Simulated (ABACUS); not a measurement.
The system is TaAs.

```
Ta As
1.0
    -1.72181    1.72181    5.86794
     1.72181   -1.72181    5.86794
     1.72181    1.72181   -5.86794
Ta As
2 2
Direct
  0.24997 0.24997 0.00000
  0.99997 0.49997 0.50000
  0.83263 0.83263 0.00000
  0.58263 0.08263 0.50000
```

The cell is a database's computed one.

* Program: ABACUS 3.10.1
* Task: relaxation of cell and atoms
* Functional: LDA
* Potentials or basis: PseudoDojo NC SR 0.4.1 LDA standard
* Cutoff: 1102 eV
* Density cutoff: 4408 eV
* Basis: plane waves
* k mesh: 9 × 9 × 9
* Occupations: fermi-dirac, width 0.05 eV
* Spin: no spin polarisation

At the start: pressure -8.3 GPa; volume 17.40 Å³/atom.

**Question.** Where does the relaxation end?

**Answer.** Over 12 steps the energy falls by 20.5 meV/atom and the volume is 16.62 Å³/atom (-4.4 %); space group I4_1md (No. 109, to 0.05 Å).

The path:
| step | energy change (eV) | largest force (eV/Å) | pressure (GPa) | volume (Å³) |
| --- | --- | --- | --- | --- |
| 1 | 0.0000 | 0.0121 | -8.28 | 69.59 |
| 2 | 0.3137 | 0.0579 | 23.06 | 60.62 |
| 3 | -0.0806 | 0.0313 | -0.32 | 66.65 |
| 4 | -0.0807 | 0.0253 | -0.04 | 66.56 |
| 5 | -0.0817 | 0.0344 | -0.04 | 66.53 |
| 6 | -0.0819 | 0.0413 | -0.03 | 66.51 |
| 7 | -0.0820 | 0.0091 | 0.07 | 66.47 |
| 8 | -0.0820 | 0.0017 | 0.04 | 66.48 |
| 9 | -0.0820 | 0.0023 | -0.08 | 66.52 |
| 10 | -0.0820 | 0.0021 | -0.03 | 66.51 |
| 11 | -0.0820 | 0.0016 | 0.06 | 66.48 |
| 12 | -0.0820 | 0.0014 | 0.00 | 66.49 |

Final structure:
```xyz
4
Lattice="-1.7000 1.7000 5.7523 1.7000 -1.7000 5.7523 1.7000 1.7000 -5.7523" Properties=species:S:1:pos:R:3 pbc="T T T"
Ta    0.0000    0.0000    2.8793
Ta    1.7000    0.0000    0.0031
As    0.0000    0.0000    9.5756
As    0.0000    1.7000    0.9471
```

Caveat: there are fewer bands than atomic start orbitals, so a level may be missed at k points of high symmetry.
